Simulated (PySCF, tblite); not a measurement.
# C₄H₁₄Si₄: geometry, infrared bands, NMR shifts, electronic excitations and core binding energies

Aim: predict the infrared bands, NMR shifts, electronic excitations and core binding energies of C₄H₁₄Si₄ (`C#C[C@H](C)[SiH2][SiH2][SiH2][SiH3]`).

Programs: tblite 0.8.0 and PySCF 2.14.0, with density-fitted response routines of our own. Each step states its level of theory. These are calculated values for one molecule in the gas phase, unless marked as measured. Atoms are numbered from 0 throughout.

## (1) The molecule as given

22 atoms, charge 0, multiplicity 1; geometry from: force field or distance geometry start.

Bonds of the start (Å): C0–C1 1.21, C1–C2 1.47, C2–C3 1.54, C2–Si4 1.88, Si4–Si5 2.30, Si5–Si6 2.29, Si6–Si7 2.30, C0–H8 1.07, C2–H9 1.10, C3–H10 1.09, C3–H11 1.11, C3–H12 1.09, Si4–H13 1.49, Si4–H14 1.48, Si5–H15 1.48, Si5–H16 1.49, Si6–H17 1.48, Si6–H18 1.48, Si7–H19 1.49, Si7–H20 1.48, Si7–H21 1.49.

## (2) Relaxing the molecule with GFN2-xTB

Job settings and geometry (Å):

```
{"job": {"kind": "relax", "xc": "GFN2-xTB", "basis": "xTB"}, "charge": 0, "multiplicity": 1}
C     -0.641100     2.231100     1.212400
C     -1.215400     1.317700     0.673500
C     -1.918800     0.189700     0.038200
C     -3.211500    -0.099100     0.814700
Si    -0.827100    -1.329000    -0.191500
Si     0.728300    -0.949000    -1.843400
Si     2.262800     0.617200    -1.175400
Si     3.165200    -0.075900     0.826200
H     -0.153200     3.051200     1.685600
H     -2.239400     0.518600    -0.962600
H     -3.845700     0.784800     0.892600
H     -2.995600    -0.438500     1.848500
H     -3.807000    -0.891100     0.349000
H     -1.673900    -2.476900    -0.615100
H     -0.164900    -1.701100     1.078600
H      0.046600    -0.500600    -3.075300
H      1.438900    -2.218800    -2.155800
H      1.627000     1.950400    -1.039200
H      3.331500     0.745000    -2.196600
H      4.232900     0.853000     1.276200
H      3.740400    -1.433500     0.683400
H      2.109800    -0.125800     1.875000
```

Run with:

```console
OMP_NUM_THREADS=1 python probes_run.py task.json out
```

The driver reads the jobs from task.json and runs them one after another.

**Question.** This job is followed by: GFN2-xTB harmonic vibrations, gas phase; PBE0-D3(BJ)/def2-SVP geometry optimisation, gas phase; GIAO PBE0/pcSseg-1 NMR shielding, non-relativistic, gas phase; TDDFT wB97X-D/def2-SVPD, vertical, gas phase, core orbitals frozen in the response; GIAO mPW1PW91/pcSseg-1 NMR shielding, non-relativistic, gas phase; delta-SCF UKS SCAN, pcX-2 on the ionised atom, pcseg-1 elsewhere, spin-free X2C. Predict these results of the whole session: strongest single infrared mode (GFN2-xTB); zero-point energy (GFN2-xTB); point group; rotational constants (main isotopes); ¹³C shifts against TMS (PBE0/pcSseg-1); ¹H shifts against TMS (PBE0/pcSseg-1, means over atoms taken as alike); ²⁹Si shifts against TMS (PBE0/pcSseg-1); lowest singlet (wB97X-D/def2-SVPD); brightest single state of those computed; lowest triplet; vertical ionisation energy (ΔSCF); Si1s binding energies, SCAN/pcX-2; Si2p binding energies, SCAN/pcX-2; C1s binding energies, SCAN/pcX-2 (standing for 3 of 4 atoms); range of the shift of Si7.

As calculated:

```
                                                              quantity                                                           value
                             strongest single infrared mode (GFN2-xTB)                                            582 cm⁻¹, 736 km/mol
                                          zero-point energy (GFN2-xTB)                                                   91.7 kcal/mol
                                                           point group                                                              C1
                                  rotational constants (main isotopes)                                            1.24, 0.61, 0.51 GHz
                                ¹³C shifts against TMS (PBE0/pcSseg-1)                                      91.8, 78.8, 20.8, 10.4 ppm
¹H shifts against TMS (PBE0/pcSseg-1, means over atoms taken as alike)  4.10, 4.09, 3.77, 3.74, 3.66, 3.62, 3.40, 1.85, 1.84, 1.36 ppm
                               ²⁹Si shifts against TMS (PBE0/pcSseg-1)                               -51.7, -103.2, -111.3, -114.9 ppm
                                    lowest singlet (wB97X-D/def2-SVPD)                                     6.26 eV (198 nm), f = 0.000
                              brightest single state of those computed                                    state 10, 7.27 eV, f = 0.128
                                                        lowest triplet                                                         5.32 eV
                                     vertical ionisation energy (ΔSCF)                                                         9.31 eV
                                     Si1s binding energies, SCAN/pcX-2           Si7 1845.98, Si4 1845.92, Si5 1845.66, Si6 1845.65 eV
                                     Si2p binding energies, SCAN/pcX-2               Si7 106.48, Si4 106.43, Si6 106.17, Si5 106.16 eV
          C1s binding energies, SCAN/pcX-2 (standing for 3 of 4 atoms)                              C2 290.97, C3 290.76, C0 289.90 eV
                                             range of the shift of Si7                                            -103.2 to -101.2 ppm
```

In words: The optimisation took 127 steps and gained 0.217 eV; among the close pairs (by a distance rule), C2–Si4 changed most, from 1.884 to 1.925 Å (GFN2-xTB). The lowest mode is slightly imaginary (15i cm⁻¹), a soft motion within the noise of the Hessian, so the minimum is not strictly shown. Unscaled tight-binding wavenumbers are off by several per cent, some by more. Its intensities can rank the bands wrongly. Over 6 steps the energy fell by 0.317 eV; of the close pairs, Si7–H19 changed most, 1.443 to 1.497 Å (PBE0/def2-SVP). At PBE0/pcSseg-1: The largest span, 298 ppm, is at C1, where the paramagnetic term is -175 ppm. The first singlet state (HOMO→LUMO+4 0.22, HOMO→LUMO+6 0.21) lies at 6.26 eV and is dark; of the 10 states computed, the strongest absorption comes from state 10 at 7.27 eV (the last computed, so partners may be missing). The lowest triplet lies 0.95 eV below the lowest singlet (triplets in Tamm-Dancoff, singlets in full TDDFT). ΔSCF puts the ionisation energy at 9.31 eV, 0.04 eV above −ε(HOMO). The Si2p levels kept as sound span 0.32 eV, from Si5 (silicon bonded to 2 Si, 2 H) up to Si7 (silicon bonded to Si, 3 H). C2 (propargylic sp3 CH bonded to Si) binds its C1s electron 1.07 eV more tightly than C0 (terminal alkyne carbon). Only 3 of the 4 C atoms are covered by sound results. Across the 2 runs the shift of Si7 moves most, between -103.2 (PBE0/pcSseg-1) and -101.2 ppm (mPW1PW91/pcSseg-1).
